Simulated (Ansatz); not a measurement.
Run this with the Ansatz DFT code, driven from Python and show what comes out.

The script, `freq_h6inn.py`:
```python
import argparse
import logging
import sys

import ansatz as az
import numpy as np

logging.basicConfig(stream=sys.stdout, format="%(levelname)s %(message)s")
log = logging.getLogger("h6inn")
log.setLevel(logging.INFO)

parser = argparse.ArgumentParser(description="Harmonic frequencies of H6InN at its relaxed geometry.")
parser.add_argument("--basis", default="def2-TZVP", help="basis")
parser.add_argument("--functional", required=True, help="exchange-correlation functional")
args = parser.parse_args()

GEOMETRY = """
N    -0.50630    0.11050   -0.97960
In    0.44860   -0.14490    0.82630
H     0.04140   -0.07940   -1.80490
H    -1.32750   -0.44350   -1.03860
H    -0.84890    1.14610   -1.09470
H    -0.64750    0.29740    2.19660
H     0.97450   -1.87300    0.96580
H     1.95790    0.92980    0.87320
"""

molecule = az.Crystal.molecule()
for line in GEOMETRY.strip().splitlines():
    symbol, *xyz = line.split()
    molecule = molecule.atom(symbol, [float(v) for v in xyz])

model = (
    molecule.calculation()
    .basis(gaussian=args.basis)
    .functional(args.functional)
)
symbols = [site.symbol for site in molecule.cartesian_sites]
start = np.array([site.position_ang for site in molecule.cartesian_sites], dtype=float)
summary = model.relax(force_tolerance=0.003).run(threads=1).report
end = np.array(summary["positions_ang"])

log.info("final positions (A) and the move of each atom")
for symbol, xyz, old in zip(symbols, end, start):
    log.info(f"{symbol:2s} {xyz[0]:10.5f} {xyz[1]:10.5f} {xyz[2]:10.5f}   {np.linalg.norm(xyz - old):7.4f}")

minimum = az.Crystal.molecule()
for symbol, xyz in zip(symbols, end):
    minimum = minimum.atom(symbol, xyz.tolist())
vibrating = (
    minimum.calculation()
    .basis(gaussian=args.basis)
    .functional(args.functional)
    .phonons(temperatures=(200, 600, 100))
)
vib = vibrating.run(threads=1).report["vibrations"]
sums = vib["harmonic_sums"]
modes = [m["omega_inv_cm"] for m in sums["modes_at_gamma"] if m["rigid_motion"] == "no"]
print("frequencies (1/cm):", " ".join(f"{w:.0f}" for w in modes))
print("imaginary modes:", sum(w < 0 for w in modes), " zero-point energy:", round(sums["zero_point_energy_ev"], 4), "eV")
log.info("T (K)   F_vib (eV)   S_vib (meV/K)   C_vib (meV/K)")
for row in zip(sums["temperatures_k"], sums["vibrational_free_energy_ev"], vib["entropy_ev_per_k"], vib["heat_capacity_ev_per_k"]):
    log.info(f"{row[0]:6.1f} {row[1]:11.4f} {1000 * row[2]:13.4f} {1000 * row[3]:15.4f}")
```

```console
$ python freq_h6inn.py --functional r2scan
INFO final positions (A) and the move of each atom
INFO N    -0.53010    0.14578   -0.98679    0.0432
INFO In    0.61752   -0.17828    1.08901    0.3141
INFO H     0.06878   -0.08211   -1.77327    0.0419
INFO H    -1.35467   -0.44257   -1.04219    0.0274
INFO H    -0.82774    1.11001   -1.09085    0.0420
INFO H    -0.69857    0.30956    2.10556    0.1051
INFO H     0.92308   -1.87000    0.86962    0.1091
INFO H     1.89390    0.95062    0.77300    0.1207
frequencies (1/cm): 64 275 294 294 563 563 602 602 633 1154 1658 1658 1761 1761 1774 3469 3594 3594
imaginary modes: 0  zero-point energy: 1.5073 eV
INFO T (K)   F_vib (eV)   S_vib (meV/K)   C_vib (meV/K)
INFO  200.0      1.4818        0.2991          0.3834
INFO  300.0      1.4424        0.4889          0.5538
INFO  400.0      1.3845        0.6661          0.6797
INFO  500.0      1.3096        0.8293          0.7838
INFO  600.0      1.2190        0.9803          0.8728
```

Reading the output:
- The frequencies are harmonic and unscaled, in a modest basis. The result belongs to the one conformer reached from this start, and soft torsions count as harmonic oscillators.
- def2 sets replace the cores of elements past krypton by effective core potentials.
- Timing: 2.8 min on 1 thread of Arm Neoverse V2 (shared host), peak memory 0.27 GiB.

(A comment or docstring line of the script was reworded after the run, the code is as it ran; lines on the test bed's own set-up are left out of the output.)
